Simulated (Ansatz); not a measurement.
# Rb2VF6: one candidate structure

Aim: relax Rb2VF6 from this start, structure listed in a database for this formula (Fm-3m, No. 225), and see where it ends.

Computed with Ansatz 0.2.0 (DFT PBEsol, scalar-relativistic, plane waves, PAW, unless a step's input says otherwise).

## 1. Starting point

Symmetry: Fm-3m, No. 225, cubic system. The conventional cell has a = 8.478 Å, b = 8.478 Å, c = 8.478 Å, α = 90.00°, β = 90.00°, γ = 90.00°. Around Rb (site symmetry -43m) lie 12 F at 3.01 Å. V (site symmetry m-3m) is surrounded by 6 F at 1.85 Å. F (site symmetry 4mm) has 1 V at 1.85 Å as nearest neighbours.

Structure file:

```
Rb V F
1.0
     0.00000    4.23887    4.23887
     4.23887    0.00000    4.23887
     4.23887    4.23887    0.00000
Rb V F
2 1 6
Cartesian
  2.1194 2.1194 2.1194
  6.3583 6.3583 6.3583
  0.0000 0.0000 0.0000
  1.8527 4.2389 4.2389
  6.6250 4.2389 4.2389
  4.2389 1.8527 4.2389
  4.2389 6.6250 4.2389
  4.2389 4.2389 1.8527
  4.2389 4.2389 6.6250
```

(A quick probe on a coarse mesh, which set the mesh and smearing, is not shown.)

## 3. Relaxing cell and atoms

The input, input.yaml:

```yaml
crystal:
  lattice:
    - [0.0, 4.23887085, 4.23887085]
    - [4.23887085, 0.0, 4.23887085]
    - [4.23887085, 4.23887085, 0.0]
  atoms:
    - { symbol: Rb, position: [0.25, 0.25, 0.25] }
    - { symbol: Rb, position: [0.75, 0.75, 0.75] }
    - { symbol: V, position: [0.0, 0.0, 0.0], spin: 0.84 }
    - { symbol: F, position: [0.78145753, 0.21854247, 0.21854247] }
    - { symbol: F, position: [0.21854247, 0.78145753, 0.78145753] }
    - { symbol: F, position: [0.21854247, 0.78145753, 0.21854247] }
    - { symbol: F, position: [0.78145753, 0.21854247, 0.78145753] }
    - { symbol: F, position: [0.21854247, 0.21854247, 0.78145753] }
    - { symbol: F, position: [0.78145753, 0.78145753, 0.21854247] }
basis:
  ecutwfc: 420
kpoints:
  mp_grid: { grid: [8, 8, 8] }
hamiltonian:
  xc: pbesol
scf:
  occupations: { method: gaussian, width: 0.1 }
output:
  forces: true
  stress: true
  eigenvalues: true
  populations: true
magnetization:
  spin_polarized: true
relax:
  adjacent_minimum: "off"
  f_tol: 0.01
  max_steps: 80
  cell: { stress_tol: 0.05 }
```

Run with:

```console
> ansatz run input.yaml --threads 1 --pin off --max-ram 2560MiB --backend cpu --events-out ev --progress --plain --runs-dir out
```

Before running it: what results should come out?

The runs gave:

Formation energies count from the elements, computed with the same settings in runs not shown here.

| quantity | value |
| --- | --- |
| cell (conventional) | a = 8.529 Å, b = 8.529 Å, c = 8.529 Å, α = 90.00°, β = 90.00°, γ = 90.00° |
| space group | Fm-3m (No. 225) |
| volume | 17.23 Å³/atom |
| gap on the mesh | none (metal) |
| formation energy from the elements | -2.947 eV/atom |
| largest moment | 0.76 μB |

**Reading.** The space group stayed Fm-3m, and from the first guess the volume went from 16.93 to 17.23 Å³/atom. With -2.95 eV/atom it lies under the elements, which doesn't yet make it stable against other compounds of them.
